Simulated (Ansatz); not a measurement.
# CH3F2In: a ladder of functionals and wavefunction methods

How much do the methods differ for CH3F2In? The plan is to run it at one geometry with functionals of several rungs and with coupled cluster, and see how far each lands from CCSD(T) at the basis-set limit for the atomisation energy.

Method: functionals in def2-TZVPP, the program's frozen cores in correlated methods; program: Ansatz 0.2.0, Gaussian basis.

Levels to be run: LDA (SPW92), PBE-D4, revPBE-D4, BLYP-D4, r2SCAN-D4, B97M-V, PBE0-D4, B3LYP-D4, r2SCANh-D4, r2SCAN0-D4, HSE06-D4, BHLYP-D4, CAM-B3LYP-D4, LC-ωPBE, ωB97X-V, ωB97M-V, B2PLYP, PBE-QIDH; CCSD(T)/def2-SVP; CCSD(T)/def2-TZVPP; MP2/def2-QZVPP; extrapolation to the limit; RPA on PBE.

## Step 1: The relaxed structure

An earlier PBE0-D4 in a triple-zeta def2 set relaxation fixed the geometry. In takes the def2 core potential; no spin-orbit term is included.

SMILES `F[CH](F)[InH2]`, 7 atoms, charge 0, spin multiplicity 1.

Atoms are counted from 1 here; the program's logs count them from 0.

Bond lengths: F1–C2 1.371 Å, C2–F3 1.371 Å, C2–In4 2.215 Å, C2–H5 1.095 Å, In4–H6 1.723 Å, In4–H7 1.718 Å. Angles: F1–C2–F3 107.0°, F1–C2–In4 109.5°, F1–C2–H5 106.7°, F3–C2–In4 109.5°, F3–C2–H5 106.6°, In4–C2–H5 117.1°, C2–In4–H6 118.8°, C2–In4–H7 116.9°, H6–In4–H7 124.3°.

## Step 2: LDA

This LDA is Slater exchange with PW92 correlation.

Contents of in.yaml:

```yaml
crystal:
  periodic: [false, false, false]
  atoms:
    - {symbol: F, position_ang: [0.091267, -1.779396, 0.691588]}
    - {symbol: C, position_ang: [0.570940, -0.496628, 0.620479]}
    - {symbol: F, position_ang: [1.824522, -0.568249, 0.069141]}
    - {symbol: In, position_ang: [-0.745252, 0.711803, -0.688685]}
    - {symbol: H, position_ang: [0.701165, -0.152507, 1.652313]}
    - {symbol: H, position_ang: [-1.504625, 2.114511, -0.036992]}
    - {symbol: H, position_ang: [-0.938026, 0.170477, -2.307834]}
basis:
  gaussian: {orbitals: def2-TZVPP}
hamiltonian: {xc: lda}
output: {orbitals: {seedname: orbitals}}
```

After this run come: PBE-D4 (GGA); revPBE-D4 (GGA); BLYP-D4 (GGA); r2SCAN-D4 (meta-GGA); B97M-V (meta-GGA); PBE0-D4 (hybrid); B3LYP-D4 (hybrid); r2SCANh-D4 (hybrid); r2SCAN0-D4 (hybrid); HSE06-D4 (hybrid); BHLYP-D4 (hybrid); CAM-B3LYP-D4 (range-separated); LC-ωPBE (range-separated); ωB97X-V (range-separated); ωB97M-V (range-separated); B2PLYP (double hybrid); PBE-QIDH (double hybrid); CCSD(T) in def2-SVP; CCSD(T) in def2-TZVPP; MP2 in def2-QZVPP; RPA on PBE orbitals.

Before running them: what should the planned runs give, taken together? Wanted: atomisation energy, CCSD(T)/CBS; farthest beyond LDA; mean size of error, GGA; mean size of error, meta-GGA; mean size of error, hybrid; mean size of error, range-separated; mean size of error, double hybrid; gap, smallest and largest; T1 diagnostic.

As calculated:

```
                               quantity                                                                                                          value
        atomisation energy, CCSD(T)/CBS                                                                                                  2042.1 kJ/mol
 functionals within 20.4 kJ/mol (1.0 %)  revPBE-D4, BLYP-D4, r2SCAN-D4, B97M-V, PBE0-D4, r2SCANh-D4, HSE06-D4, CAM-B3LYP-D4, LC-ωPBE, ωB97X-V, ωB97M-V
                    farthest beyond LDA                                                                                       BHLYP-D4 (-109.8 kJ/mol)
                mean size of error, GGA                                                                                                    27.6 kJ/mol
           mean size of error, meta-GGA                                                                                                     5.8 kJ/mol
             mean size of error, hybrid                                                                                                    37.3 kJ/mol
    mean size of error, range-separated                                                                                                    14.2 kJ/mol
      mean size of error, double hybrid                                                                                                    36.5 kJ/mol
              gap, smallest and largest                                                                       3.16 eV (LDA (SPW92)), 9.95 eV (LC-ωPBE)
                          T1 diagnostic                                                                                                         0.0140
triples share of the correlation energy                                                                                                          3.0 %
```

**Reading.** LDA overbinds by 393.5 kJ/mol (19 %). PBE-D4 misses by +53.4 kJ/mol. Double hybrids carry the basis error of their MP2 part in triple zeta, and no dispersion term here, so their miss is partly the set-up's. The rungs meta-GGA, range-separated miss on average by less than the doubt on the reference (20.4 kJ/mol), so they tie. The reference freezes the cores and leaves out spin-orbit coupling and excitations past (T), and its outer-core shells are covered unevenly, so misses under about 20.4 kJ/mol can't be ranked. All levels share the lack of spin-orbit coupling, which lowers the free heavy atoms and so the true binding. Hartree-Fock recovers 68 % of the binding; the rest is correlation. CCSD(T) in def2-SVP is off by -130.8 kJ/mol, more than most functionals: a good method in a small basis is no reference. Orbital gaps span 3.2 to 10.0 eV; exact exchange widens them. Correlated methods include outer-core shells of In, which these sets cover unevenly.
